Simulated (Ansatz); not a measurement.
# CH6ClFSi2: a ladder of functionals and wavefunction methods

One table from this session's results is given with a row withheld; the runs are named, their logs left out.

Program: Ansatz 0.2.0, Gaussian basis. Level of theory: functionals in def2-TZVPP, the program's frozen cores in correlated methods. These are calculated values, not measurements.

The runs, in order: PBE-D4, r2SCAN-D4, PBE0-D4, B3LYP-D4, ωB97X-V, ωB97M-V, B2PLYP; CCSD(T)/def2-TZVPP; MP2/def2-QZVPP; extrapolation to the limit.

**The geometry**

An earlier PBE0-D4 in a triple-zeta def2 set relaxation fixed the geometry.

SMILES `C[SiH](F)[SiH2]Cl`, 11 atoms, charge 0, spin multiplicity 1.

Atoms are counted from 1 here; the program's logs count them from 0.

Bond lengths: C1–Si2 1.855 Å, C1–H6 1.094 Å, C1–H7 1.092 Å, C1–H8 1.093 Å, Si2–F3 1.608 Å, Si2–Si4 2.349 Å, Si2–H9 1.489 Å, Si4–Cl5 2.067 Å, Si4–H10 1.484 Å, Si4–H11 1.487 Å. Angles: Si2–C1–H6 110.1°, Si2–C1–H7 110.8°, Si2–C1–H8 110.8°, H6–C1–H7 108.2°, H6–C1–H8 108.2°, H7–C1–H8 108.7°, C1–Si2–F3 109.3°, C1–Si2–Si4 111.3°, C1–Si2–H9 111.2°, F3–Si2–Si4 108.1°, F3–Si2–H9 107.1°, Si4–Si2–H9 109.7°, Si2–Si4–Cl5 108.4°, Si2–Si4–H10 113.1°, Si2–Si4–H11 110.9°, Cl5–Si4–H10 107.9°, Cl5–Si4–H11 107.5°, H10–Si4–H11 108.8°.

Set-up of the first run:

Contents of in.yaml:

```yaml
crystal:
  periodic: [false, false, false]
  atoms:
    - {symbol: C, position_ang: [-1.056011, -0.298871, 1.330024]}
    - {symbol: Si, position_ang: [0.542054, -0.562220, 0.424659]}
    - {symbol: F, position_ang: [1.755487, 0.005048, 1.313540]}
    - {symbol: Si, position_ang: [0.552231, 0.569098, -1.633909]}
    - {symbol: Cl, position_ang: [-0.142319, 2.491541, -1.323732]}
    - {symbol: H, position_ang: [-1.883666, -0.738221, 0.766185]}
    - {symbol: H, position_ang: [-1.259038, 0.766500, 1.458394]}
    - {symbol: H, position_ang: [-1.025333, -0.770968, 2.314929]}
    - {symbol: H, position_ang: [0.803154, -2.011442, 0.202606]}
    - {symbol: H, position_ang: [1.903490, 0.663458, -2.241291]}
    - {symbol: H, position_ang: [-0.364751, -0.086823, -2.603304]}
basis:
  gaussian: {orbitals: def2-TZVPP}
hamiltonian: {xc: pbe, dispersion: d4}
output: {forces: true, orbitals: {seedname: orbitals}}
```

Steps of the session up to this table: PBE-D4 (GGA); r2SCAN-D4 (meta-GGA); PBE0-D4 (hybrid); B3LYP-D4 (hybrid); ωB97X-V (range-separated); ωB97M-V (range-separated); B2PLYP (double hybrid); CCSD(T) in def2-TZVPP; MP2 in def2-QZVPP.

One of the session's tables, all rows but one given; the rest of the session is left out.

| method | atomisation energy (kcal/mol) |
| --- | --- |
| PBE-D4 | 913.1 |
| r2SCAN-D4 | ? |
| PBE0-D4 | 905.5 |
| B3LYP-D4 | 906.9 |
| ωB97X-V | 916.4 |
| ωB97M-V | 912.5 |
| B2PLYP | 897.8 |
| HF/def2-TZVPP | 695.5 |
| MP2/def2-TZVPP | 898.3 |
| CCSD/def2-TZVPP | 877.7 |
| CCSD(T)/def2-TZVPP | 888.1 |
| MP2/CBS | 923.3 |
| CCSD(T)/CBS | 913.1 |

Q: Estimate the row for r2SCAN-D4 from the others.

As computed: atomisation energy (kcal/mol): 913.0. In the column «atomisation energy (kcal/mol)» it lies between ωB97M-V (912.5) and PBE-D4 (913.1).
